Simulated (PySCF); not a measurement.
# C7H9F: the cost of one run

Programs: PySCF 2.14.0, with routines of our own; each step states its level. All values are computed. Atoms count from 0.

## 1. The starting structure

17 atoms, charge 0, multiplicity 1; geometry from: GFN2-xTB.

## 2. Circular dichroism and optical rotation: TDDFT wB97X-D/def2-SVPD

The job: settings as JSON, then the geometry in Å.

```
{"job": {"kind": "ecd", "xc": "wB97X-D", "basis": "def2-SVPD", "nstates": 16}, "charge": 0, "multiplicity": 1}
C      2.460241     1.285460    -0.436794
C      1.592410     0.622316     0.308629
C      0.812743    -0.533121    -0.166687
C     -0.571562    -0.769502     0.304682
C     -1.833700    -0.418540     0.263027
C     -2.349544     0.741149    -0.524713
C      0.470940    -1.662391     0.797375
F      0.536963    -2.946992     0.328503
H      3.010066     2.127412    -0.054308
H      2.655710     1.011250    -1.460112
H      1.406142     0.916808     1.333127
H      1.028630    -0.837482    -1.185820
H     -2.568448    -0.986759     0.820775
H     -2.886427     1.428105     0.128222
H     -3.048261     0.392713    -1.284640
H     -1.533647     1.271815    -1.008314
H      0.810745    -1.630211     1.827138
```

Method: TDDFT wB97X-D/def2-SVPD circular dichroism and optical rotation, one conformer, gas phase.

On the command line:

```sh
$ OMP_NUM_THREADS=1 python excited_run.py task.json out
```

One launch serves the whole session: the jobs run in the order shown.

**Question.** How long does this first job take on 1 thread of Intel Xeon Platinum 8375C at 2.90GHz, shared host, and how much memory does it need?

About 1.8 min, with a peak of 1.1 GiB.
